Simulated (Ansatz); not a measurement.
**BGeH₃+ (doublet): the correlation ladder, cc-pVDZ**

The task here is to estimate one member of a computed series from the others.

The runs use Ansatz 0.2.0, Gaussian basis; cc-pVDZ, core rule «outside noble gas», up to 15 orbitals frozen.

The runs, in order: UHF; CCSD(T) on ROHF; CCSD(T) on UHF; BCCD(T) on ROHF; CISD; CCSDT(Q) on ROHF; CCSDT(Q) on UHF; CASSCF and NEVPT2, 9 electrons in 11 orbitals.

25 further runs of the same task are left out: 2 for a known fault of the program, 7 that didn't finish, 16 set aside as unsound or not needed.

## The geometry

The geometry is a PBE0/def2-TZVP stationary point (not a proven minimum) of the parent state, kept for this charge and spin. No spin-orbit coupling is included. The filled d shell of Ge may be among the frozen orbitals whatever the setting's name suggests; the logs give the count.

5 atoms, charge 1, spin multiplicity 2.

Atoms are counted from 1 here; the program's logs count them from 0.

Bond lengths: Ge1–B2 1.947 Å, Ge1–H3 1.543 Å, Ge1–H4 1.534 Å, B2–H5 1.189 Å. Angles: B2–Ge1–H3 128.4°, B2–Ge1–H4 122.3°, H3–Ge1–H4 109.4°, Ge1–B2–H5 134.1°.

The first run:

in.yaml reads:

```yaml
crystal:
  periodic: [false, false, false]
  atoms:
    - {symbol: Ge, position_ang: [0.000000, 0.015295, 0.254755]}
    - {symbol: B, position_ang: [0.000000, -0.169422, -1.683611]}
    - {symbol: H, position_ang: [0.000000, 1.310352, 1.093730]}
    - {symbol: H, position_ang: [0.000000, -1.198297, 1.192594]}
    - {symbol: H, position_ang: [0.000000, 0.602851, -2.587791]}
basis:
  gaussian: {orbitals: cc-pVDZ}
total_charge: 1
magnetization: {spin_polarized: true, initial_magnetization: 1}
hamiltonian: {xc: hf}
output: {orbitals: {seedname: orbitals}}
```

On the command line:

```bash
> ansatz run in.yaml --threads 1 --pin off --events-out ev --progress --plain --max-ram 2393MiB
```

Among the steps run: UHF; CCSD(T) on ROHF; CCSD(T) on UHF; BCCD(T) on ROHF; CISD; CCSDT(Q) on ROHF; CCSDT(Q) on UHF; CASSCF and NEVPT2, 9 electrons in 11 orbitals.

One table of the session follows, with a row left open; its other results are not shown here.

| method | from UCCSDT(Q) (meV) |
| --- | --- |
| ROHF | +4833.3 |
| UHF | +4772.8 |
| RMP2 | +1150.5 |
| UMP2 | +1153.5 |
| CISD | +458.8 |
| RCCSD | +162.9 |
| UCCSD | +160.7 |
| RCCSD(T) | +40.2 |
| UCCSD(T) | +39.4 |
| BCCD(T) | +39.8 |
| RCCSDT | +6.6 |
| UCCSDT | ? |
| RCCSDT(Q) | +1.5 |
| UCCSDT(Q) | 0 |
| CASSCF valence | +2442.1 |
| NEVPT2 valence | +676.0 |

Q: Estimate the row for UCCSDT from the others.

The run gave: from UCCSDT(Q) (meV): +5.4. In the column «from UCCSDT(Q) (meV)» it lies between RCCSDT(Q) (+1.5) and RCCSDT (+6.6).

To keep in mind: Restricted and unrestricted rows rest on different reference determinants; where their highest levels disagree by more than a few hundredths of an eV, they describe different states and don't form one ladder.
